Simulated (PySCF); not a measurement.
# singlet GeNH4O− at 6 levels

Wanted: a comparison of 6 runs (HF/STO-3G, BLYP/def2-SVPD, PBE0/def2-SVPD, TPSS/def2-SVPD, SCS-MP2/def2-SVPD, CCSD(T)/def2-SVPD) of singlet GeNH4O−. The job is set up through a Python script.

The calculation is run with PySCF 2.14.0.

1 further run of the same task is left out (set aside as unsound or not needed).

### Step 1. The structure to begin with

GeNH4O− has 7 atoms, charge -1, and is taken as a singlet. SMILES of the parent species: `[NH][GeH2][OH]`. Geometry: relaxed at PBE0-D4/def2-TZVP. This is one conformer, not always the lowest. That shape belongs to the parent species and isn't relaxed for this state.

Bond lengths: N1–Ge2 1.860 Å, Ge2–O3 1.772 Å, N1–H4 1.025 Å, Ge2–H5 1.544 Å, Ge2–H6 1.536 Å, O3–H7 0.961 Å. Angles: N1–Ge2–O3 106.5°, N1–Ge2–H5 107.6°, N1–Ge2–H6 113.8°, O3–Ge2–H5 110.8°, O3–Ge2–H6 105.4°, Ge2–N1–H4 110.2°, Ge2–O3–H7 111.8°, H5–Ge2–H6 112.6°.

### Step 2. A single-point energy at HF/STO-3G (run 1)

job.py reads:

```python
from pyscf import gto, scf

mol = gto.M(
    atom='''
N     -1.180000    -0.629600    -0.704300
Ge     0.091800     0.357900     0.227300
O      1.488100    -0.708500     0.454200
H     -2.073700    -0.127300    -0.724700
H      0.468500     1.575300    -0.644200
H     -0.348300     0.758200     1.642900
H      1.614800    -1.294000    -0.296700
''',
    charge=-1,
    max_memory=1860,
    verbose=3,
    basis='sto-3g',
)

mf = scf.RHF(mol)
mf.conv_tol = 1e-10
mf.kernel()
if not mf.converged:
    mf = mf.newton().run(mf.mo_coeff, mf.mo_occ)

e_final = mf.e_tot
print(f'total energy: {e_final:.8f} hartree')
```

Run with:

```console
OMP_NUM_THREADS=1 python job.py
```

What it wrote:

```text
converged SCF energy = -2181.42112314728
total energy: -2181.42112315 hartree
```

Wall time 0.81 s (1 thread of Intel Xeon at 2.70GHz, shared host); peak memory 0.1 GiB.

### Step 3. The energy at BLYP/def2-SVPD (run 2)

calc.py reads:

```python
from pyscf import gto, dft

mol = gto.M(
    atom=[
    ('N', (-1.180000, -0.629600, -0.704300)),
    ('Ge', (0.091800, 0.357900, 0.227300)),
    ('O', (1.488100, -0.708500, 0.454200)),
    ('H', (-2.073700, -0.127300, -0.724700)),
    ('H', (0.468500, 1.575300, -0.644200)),
    ('H', (-0.348300, 0.758200, 1.642900)),
    ('H', (1.614800, -1.294000, -0.296700)),
],
    max_memory=1860,
    charge=-1,
    basis='def2-svpd',
    verbose=3,
)

myscf = dft.RKS(mol)
myscf.xc = 'blyp'
myscf.conv_tol = 1e-10
myscf.grids.level = 5
myscf.kernel()
if not myscf.converged:
    myscf = myscf.newton().run(myscf.mo_coeff, myscf.mo_occ)

e_tot = myscf.e_tot
print('Final energy', e_tot)
```

Run with:

```console
OMP_NUM_THREADS=1 python calc.py
```

What it wrote:

```text
converged SCF energy = -2209.06429334628
Final energy -2209.0642933462773
```

Run time: 23 s. Hardware: 1 thread of Intel Xeon at 2.70GHz, shared host; peak memory 0.61 GiB.

Runs 3 to 5 aren't shown in full; the table further down has their settings and results.

### Step 4. The energy at CCSD(T)/def2-SVPD (run 6)

input.py reads:

```python
from pyscf import gto, scf, cc

mol = gto.M(
    atom='''
N     -1.180000    -0.629600    -0.704300
Ge     0.091800     0.357900     0.227300
O      1.488100    -0.708500     0.454200
H     -2.073700    -0.127300    -0.724700
H      0.468500     1.575300    -0.644200
H     -0.348300     0.758200     1.642900
H      1.614800    -1.294000    -0.296700
''',
    verbose=4,
    max_memory=1860,
    spin=0,
    charge=-1,
    basis='def2-svpd',
)

mf = scf.RHF(mol)
mf.conv_tol = 1e-10
mf.kernel()
if not mf.converged:
    mf = mf.newton().run(mf.mo_coeff, mf.mo_occ)

mycc = cc.CCSD(mf, frozen=11)
mycc.kernel()
e_t = mycc.ccsd_t()
e_final = mycc.e_tot + e_t
print(f'total energy: {e_final:.8f} hartree')
```

Run with:

```console
OMP_NUM_THREADS=1 python input.py
```

What it wrote:

```text
PySCF version 2.14.0

[... 65 lines left out ...]
converged SCF energy = -2206.62680565198
[... 12 lines left out ...]
Init t2, MP2 energy = -2207.27410606796  E_corr(MP2) -0.647300415982271
[... 14 lines left out ...]
CCSD converged
[... 2 lines left out ...]
total energy: -2207.30665701 hartree
```

Wall time 83 s (1 thread of Intel Xeon at 2.70GHz, shared host); peak memory 0.92 GiB.

### Step 5. The series

| run | level | integration grid | frozen core orbitals | energy (Eh) | HOMO energy (eV) | LUMO energy (eV) | HOMO–LUMO gap (eV) | wall time |
| --- | --- | --- | --- | --- | --- | --- | --- | --- |
| 1 | HF/STO-3G | – | – | -2181.421123 | 3.22 | 18.45 | 15.23 | 0.81 s |
| 2 | BLYP/def2-SVPD | 5 | – | -2209.064293 | 1.73 | 3.90 | 2.17 | 23 s |
| 3 | PBE0/def2-SVPD | 5 | – | -2208.631983 | 0.45 | 4.56 | 4.10 | 26 s |
| 4 | TPSS/def2-SVPD | 5 | – | -2209.036190 | 1.62 | 4.08 | 2.47 | 39 s |
| 5 | SCS-MP2/def2-SVPD | – | 11 | -2207.248341 | -2.54 | 6.17 | 8.70 | 4.2 s |
| 6 | CCSD(T)/def2-SVPD | – | 11 | -2207.306657 | -2.54 | 6.17 | 8.70 | 83 s |

### Step 6. What came out

| quantity | value |
| --- | --- |
| run 6: total energy | -2207.30666 Eh |
| run 6: HOMO energy (Hartree–Fock orbitals) | -2.54 eV |
| run 6: LUMO energy (Hartree–Fock orbitals) | 6.17 eV |
| run 6: HOMO–LUMO gap (to an unbound level, set by the basis) | 8.70 eV |
| run 6: correlation energy (11 core orbitals frozen) | -679.9 mEh |
| run 6: (T) correction | -22.65 mEh |
| run 6: T1 diagnostic | 0.016 |

In words: Over runs 1, 2, 3, 4 the HOMO–LUMO gap runs from 2.17 eV (BLYP/def2-SVPD) to 15.23 eV (HF/STO-3G). The two ends differ in method and basis. The empty levels of an anion lie above zero and hang on the basis. Totals of different functionals can't be ranked against each other. In runs 1, 2, 3, 4 the HOMO lies above zero, so the outermost electron may be held by the basis alone. In run 1 the basis is minimal, so the values are rough. All runs together took 2.9 min, the longest 83 s.
